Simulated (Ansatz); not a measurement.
# C₄H₇InO: geometry and vibrations

The task is to find a stationary geometry of C₄H₇InO, then compute its harmonic vibrations to see whether it is a minimum and to get the zero-point energy and entropy, and look at its orbitals and charge.

Method: RKS PBE0-D4/def2-TZVP; program: Ansatz 0.2.0, Gaussian basis.

Levels to be run: relaxation at PBE0-D4/def2-TZVP; harmonic vibrations at the same level; a single point in def2-TZVPP for the fields.

**1. The system as given**

SMILES `C=C=C[O][InH][CH3]`, 13 atoms, charge 0, spin multiplicity 1.

Atoms are counted from 1 here; the program's logs count them from 0.

Bond lengths: C1–C2 1.300 Å, C1–H7 1.082 Å, C1–H8 1.082 Å, C2–C3 1.306 Å, C3–O4 1.351 Å, C3–H9 1.090 Å, O4–In5 2.014 Å, In5–C6 2.216 Å, In5–H10 1.735 Å, C6–H11 1.088 Å, C6–H12 1.088 Å, C6–H13 1.086 Å. Angles: C2–C1–H7 121.8°, C2–C1–H8 122.2°, H7–C1–H8 115.9°, C1–C2–C3 178.8°, C2–C3–O4 125.7°, C2–C3–H9 120.4°, O4–C3–H9 113.9°, C3–O4–In5 121.4°, O4–In5–C6 107.0°, O4–In5–H10 112.8°, C6–In5–H10 140.1°, In5–C6–H11 103.8°, In5–C6–H12 109.3°, In5–C6–H13 112.0°, H11–C6–H12 110.2°, H11–C6–H13 111.1°, H12–C6–H13 110.2°.

Coordinates:

```
C     0.99317   -2.74246   -0.73227
C     0.14832   -2.13094    0.04356
C    -0.68154   -1.51751    0.84331
O    -0.78482   -0.17928    0.99612
In   -0.33376    1.08755   -0.50334
C    -0.12085    3.10331    0.39336
H     1.97955   -3.02614   -0.39062
H     0.74344   -3.02899   -1.74527
H    -1.36137   -2.08816    1.47617
H    -0.31126    0.31279   -2.05566
H    -0.62235    3.01418    1.35530
H     0.93443    3.32318    0.53829
H    -0.58298    3.87246   -0.21895
```

The start is a GFN2-xTB geometry. In takes the def2 core potential; no spin-orbit term is included.

**2. Relaxation at PBE0-D4/def2-TZVP**

in.yaml reads:

```yaml
crystal:
  periodic: [false, false, false]
  atoms:
    - {symbol: C, position_ang: [0.993170, -2.742460, -0.732270]}
    - {symbol: C, position_ang: [0.148320, -2.130940, 0.043560]}
    - {symbol: C, position_ang: [-0.681540, -1.517510, 0.843310]}
    - {symbol: O, position_ang: [-0.784820, -0.179280, 0.996120]}
    - {symbol: In, position_ang: [-0.333760, 1.087550, -0.503340]}
    - {symbol: C, position_ang: [-0.120850, 3.103310, 0.393360]}
    - {symbol: H, position_ang: [1.979550, -3.026140, -0.390620]}
    - {symbol: H, position_ang: [0.743440, -3.028990, -1.745270]}
    - {symbol: H, position_ang: [-1.361370, -2.088160, 1.476170]}
    - {symbol: H, position_ang: [-0.311260, 0.312790, -2.055660]}
    - {symbol: H, position_ang: [-0.622350, 3.014180, 1.355300]}
    - {symbol: H, position_ang: [0.934430, 3.323180, 0.538290]}
    - {symbol: H, position_ang: [-0.582980, 3.872460, -0.218950]}
basis:
  gaussian: {orbitals: def2-TZVP}
hamiltonian: {xc: pbe0, dispersion: d4}
relax: {f_tol: 0.005, max_steps: 150}
```

Run with:

```bash
$ ansatz run in.yaml --threads 2 --pin off --events-out ev --progress --plain --max-ram 32768MiB --backend cuda --devices 0, --max-vram 18GiB
```

Further steps of the session: Vibrations by finite differences; A single point for the fields.

Before running them: what should the planned runs give, taken together? Wanted: point group; shift from the start; total energy; dispersion term; dipole moment; lowest, highest wavenumber; zero-point energy; HOMO, LUMO.

**Answer**, as computed:

```
                  quantity            value
               point group               C1
                     steps               94
shift from the start (rms)          1.128 Å
              total energy   -11476.3937 eV
           dispersion term         -259 meV
             dipole moment           2.22 D
lowest, highest wavenumber    42, 3169 cm⁻¹
         zero-point energy     241.4 kJ/mol
       entropy at 298.15 K  410.1 J/(mol K)
                HOMO, LUMO  -6.07, -0.90 eV
```

The atoms moved 1.13 Å (rms) from the start; the bond that changed most is O4–In5, from 2.014 to 2.107 Å. All wavenumbers are real, so the end point is a minimum. The stiffest mode, 3169 cm⁻¹, is a C–H stretch, and 5 modes under 200 cm⁻¹ make the vibrational entropy uncertain. Harmonic hybrid wavenumbers usually lie a few per cent above measured fundamentals. The largest Mulliken charge, +0.74 e, sits on In5. The HOMO lies mostly on C2 38 %; O4 33 % and the LUMO on In5 25 %; C2 17 %.
